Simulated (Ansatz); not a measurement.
**C2H2OTe (SMILES C#CO[TeH]): one structure at several levels**

The atoms stand at a structure displaced at random from a GFN2-xTB minimum. How far do the functionals agree with CCSD(T) there?

Computed with Ansatz 0.2.0, Gaussian basis. Level: single points in def2-TZVPP.

Correlated methods freeze the cores. Filled d shells of the heavier atoms are correlated. Core potentials replace the inner electrons past krypton, and spin-orbit coupling is left out.

## Step 1: The starting structure

SMILES `C#CO[TeH]`, 6 atoms, charge 0, spin multiplicity 1.

Atoms are counted from 1 here; the program's logs count them from 0.

Bond lengths: C1–C2 1.132 Å, C1–H5 1.207 Å, C2–O3 1.281 Å, O3–Te4 1.985 Å, Te4–H6 1.711 Å. Angles: C2–C1–H5 167.9°, C1–C2–O3 161.5°, C2–O3–Te4 110.4°, O3–Te4–H6 96.9°.

As a file:

```mol
C2H2OTe
  3D, bonds by distance, orders not assigned

  6  5  0  0  0  0  0  0  0  0999 V2000
    1.6068    0.2114   -0.0165 C   0  0
    0.5728   -0.2143    0.1593 C   0  0
   -0.4179   -0.8106    0.7114 O   0  0
   -2.0663   -0.5539   -0.3645 Te  0  0
    2.6957    0.5369   -0.4229 H   0  0
   -2.4914    0.9768    0.2720 H   0  0
  1  2  8  0
  1  5  8  0
  2  3  8  0
  3  4  8  0
  4  6  8  0
M  END
```

## Step 2: CCSD(T)/def2-TZVPP

File run/in.yaml:

```yaml
crystal:
  periodic: [false, false, false]
  atoms:
    - {symbol: C, position_ang: [1.606800, 0.211400, -0.016500]}
    - {symbol: C, position_ang: [0.572800, -0.214300, 0.159300]}
    - {symbol: O, position_ang: [-0.417900, -0.810600, 0.711400]}
    - {symbol: Te, position_ang: [-2.066300, -0.553900, -0.364500]}
    - {symbol: H, position_ang: [2.695700, 0.536900, -0.422900]}
    - {symbol: H, position_ang: [-2.491400, 0.976800, 0.272000]}
basis:
  gaussian: {orbitals: def2-TZVPP}
correlation: {method: ccsd_t}
output: {forces: true}
```

No record of the launch command was kept for these runs.

## Step 3: PBE0-D4/def2-TZVPP

Edit run/in.yaml of step 2 so:

```diff
@@ -11,3 +11,3 @@
   gaussian: {orbitals: def2-TZVPP}
-correlation: {method: ccsd_t}
-output: {forces: true}
+hamiltonian: {xc: pbe0, dispersion: d4}
+output: {forces: true, orbitals: {seedname: orbitals}}
```

## Step 4: wB97M-V/def2-TZVPP

Edit run/in.yaml of step 3 so:

```diff
@@ -11,3 +11,3 @@
   gaussian: {orbitals: def2-TZVPP}
-hamiltonian: {xc: pbe0, dispersion: d4}
-output: {forces: true, orbitals: {seedname: orbitals}}
+hamiltonian: {xc: {name: wB97M-V}}
+output: {forces: true}
```

## Step 5: r2SCAN-D4/def2-TZVPP

Edit run/in.yaml of step 4 so:

```diff
@@ -11,3 +11,3 @@
   gaussian: {orbitals: def2-TZVPP}
-hamiltonian: {xc: {name: wB97M-V}}
+hamiltonian: {xc: r2scan, dispersion: d4}
 output: {forces: true}
```

## Step 6: PBE-D4/def2-TZVPP

Edit run/in.yaml of step 5 so:

```diff
@@ -11,3 +11,3 @@
   gaussian: {orbitals: def2-TZVPP}
-hamiltonian: {xc: r2scan, dispersion: d4}
+hamiltonian: {xc: pbe, dispersion: d4}
 output: {forces: true}
```

## Step 7: LC-wPBE/def2-TZVPP

Edit run/in.yaml of step 6 so:

```diff
@@ -11,3 +11,3 @@
   gaussian: {orbitals: def2-TZVPP}
-hamiltonian: {xc: pbe, dispersion: d4}
+hamiltonian: {xc: {name: LC-wPBE}}
 output: {forces: true}
```

## Step 8: r2SCANh-D4/def2-TZVPP

Edit run/in.yaml of step 7 so:

```diff
@@ -11,3 +11,3 @@
   gaussian: {orbitals: def2-TZVPP}
-hamiltonian: {xc: {name: LC-wPBE}}
+hamiltonian: {xc: {name: r2SCANh}, dispersion: d4}
 output: {forces: true}
```

(Steps that only read results are left out.)

**Question.** What will these runs give? Wanted: energy less free atoms, CCSD(T)/def2-TZVPP; RMS force component; RMS force error; HOMO and LUMO, PBE0-D4; T1 diagnostic.

The runs gave:

| quantity | value |
| --- | --- |
| energy less free atoms, CCSD(T)/def2-TZVPP | -1980.9 kJ/mol |
| RMS force component | 3.623 to 4.078 eV/Å over the methods |
| RMS force error | PBE0-D4 0.351, wB97M-V 0.400, r2SCAN-D4 0.312, PBE-D4 0.342, LC-wPBE 0.551, r2SCANh-D4 0.355 eV/Å |
| HOMO and LUMO, PBE0-D4 | -6.85 and -2.44 eV |
| T1 diagnostic | 0.014 |

In words: Against CCSD(T) the functionals' energies less atoms differ by -199.7 to -56.5 kJ/mol, PBE-D4 by -199.7 kJ/mol. CCSD(T) in triple zeta still lacks some correlation energy of the bonds, so part of these gaps is its own basis error and they don't rank the functionals. The forces of r2SCAN-D4 come nearest to CCSD(T), those of LC-wPBE are farthest. Frozen-core CCSD(T) forces in triple zeta carry basis errors of their own, and this is one geometry, so small gaps rank nothing.
